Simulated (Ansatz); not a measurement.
# HfSi+ (octet): from Hartree-Fock to the top rungs, def2-SVP

Aim: climb from Hartree-Fock through coupled cluster for HfSi+ (octet) at one geometry and basis, and see what each rung misses.

Computed with Ansatz 0.2.0, Gaussian basis. Level: def2-SVP, core rule «outside noble gas», up to 9 orbitals frozen.

The runs, in order: UHF; CCSD(T) on ROHF; CCSD(T) on UHF; CISD; CCSDT(Q) on ROHF; CCSDT(Q) on UHF; CCSDTQ on ROHF; Full CI.

9 further runs of the same task are left out: 5 for a known fault of the program, 1 that didn't finish, 3 set aside as unsound or not needed.

**1. The system**

The geometry is a PBE0/def2-TZVP stationary point (not a proven minimum) of the parent state, kept for this charge and spin. No spin-orbit coupling is included. Elements past krypton take def2 core potentials.

2 atoms, charge 1, spin multiplicity 8.

Atoms are counted from 1 here; the program's logs count them from 0.

Bond lengths: Hf1–Si2 2.516 Å.

Coordinates:

```xyz
2
HfSi
Hf    0.00000    0.00000    0.00000
Si    0.00000    0.00000    2.51560
```

**2. UHF**

in.yaml reads:

```yaml
crystal:
  periodic: [false, false, false]
  atoms:
    - {symbol: Hf, position_ang: [0.000000, 0.000000, 0.000000]}
    - {symbol: Si, position_ang: [0.000000, 0.000000, 2.515600]}
basis:
  gaussian: {orbitals: def2-SVP}
total_charge: 1
magnetization: {spin_polarized: true, initial_magnetization: 7}
hamiltonian: {xc: hf}
output: {orbitals: {seedname: orbitals}}
```

Launch:

```sh
> ansatz run in.yaml --threads 1 --pin off --events-out ev --progress --plain --max-ram 4096MiB --backend cpu
```

After this run come: CCSD(T) on ROHF; CCSD(T) on UHF; CISD; CCSDT(Q) on ROHF; CCSDT(Q) on UHF; CCSDTQ on ROHF; Full CI.

Q: Predict the results of all the runs planned. Wanted: RCCSDTQ below the RHF energy; RMP2 from RCCSDTQ; UMP2 from RCCSDTQ; RCCSD from RCCSDTQ; RCCSD(T) from RCCSDTQ; UCCSD(T) from RCCSDTQ; RCCSDT(Q) from RCCSDTQ; UCCSDT(Q) from RCCSDTQ; T1 diagnostic.

As calculated:

```
                         quantity                               value
     RCCSDTQ below the RHF energy                          -1.3015 eV
                RMP2 from RCCSDTQ                        +35.4 kJ/mol
                UMP2 from RCCSDTQ                        +26.5 kJ/mol
               RCCSD from RCCSDTQ                         +4.1 kJ/mol
            RCCSD(T) from RCCSDTQ                         +2.2 kJ/mol
            UCCSD(T) from RCCSDTQ                         -6.3 kJ/mol
           RCCSDT(Q) from RCCSDTQ                         +0.1 kJ/mol
           UCCSDT(Q) from RCCSDTQ                         -7.4 kJ/mol
levels within 1 kcal/mol (43 meV)  RCCSD, RCCSD(T), RCCSDT, RCCSDT(Q)
                    T1 diagnostic                               0.020
```

RCCSD(T) lands +2.2 kJ/mol from the yardstick (1.8 % of the correlation energy). CCSD(T) misses by +2.2 kJ/mol on the restricted determinant and by -6.3 kJ/mol on the unrestricted one; the two need not hold the same state or core. These misses are within one basis, not against nature; the frozen cores of restricted and unrestricted runs differ, which can shift their rows.
